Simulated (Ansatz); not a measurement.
The system is TlSn.

```
Tl Sn
1.0
     3.61473    0.00000    0.00000
     0.00000    3.61473    0.00000
     0.00000    0.00000    4.37500
Tl Sn
1 1
Direct
  0.00000 0.00000 0.00000
  0.50000 0.50000 0.50000
```

```yaml
Program: Ansatz 0.2.0
Task: relaxation of cell and atoms
Functional: RPBE
Potentials_or_basis: Ansatz PAW
Cutoff: "420 eV (not typed: the program's choice for these potentials)"
k_mesh: 7 × 7 × 6
Occupations: fermi-dirac, width 0.05 eV
Spin: no spin polarisation
```

At the start: volume 28.58 Å³/atom.

How do energy, volume and symmetry change on relaxing?

It ends after 12 steps and the volume is 30.73 Å³/atom (+7.5 %); space group P4/mmm (No. 123, to 0.05 Å).

The path:
```
step  energy change (eV)  largest force (eV/Å)  volume (Å³)
   1              0.0000                0.0000        57.16
   2             -0.0410                0.0000        61.25
   3             -0.0554                0.0000        62.71
   4             -0.0809                0.0000        63.26
   5             -0.1284                0.0000        62.91
   6             -0.1362                0.0000        60.70
   7             -0.1438                0.0000        61.24
   8             -0.1440                0.0000        61.26
   9             -0.1475                0.0000        61.26
  10             -0.1478                0.0000        61.44
  11             -0.1478                0.0000        61.45
  12             -0.1479                0.0000        61.45
```

Final structure:
```cif
data_structure
_symmetry_space_group_name_H-M 'P 1'
_symmetry_Int_Tables_number 1
_cell_length_a 3.4631
_cell_length_b 3.4631
_cell_length_c 5.1242
_cell_angle_alpha 90.000
_cell_angle_beta 90.000
_cell_angle_gamma 90.000
_cell_volume 61.45
loop_
_atom_site_label
_atom_site_type_symbol
_atom_site_fract_x
_atom_site_fract_y
_atom_site_fract_z
_atom_site_occupancy
Tl1 Tl 0.00000 0.00000 0.00000 1
Sn1 Sn 0.50000 0.50000 0.50000 1
```

Caveat: the plane-wave basis is chosen anew once the cell has moved, so the energies of steps on either side of that aren't comparable; the PAW data sets come from PBE, with cores solved anew for the run's functional, which leaves a small shift of forces and pressure.
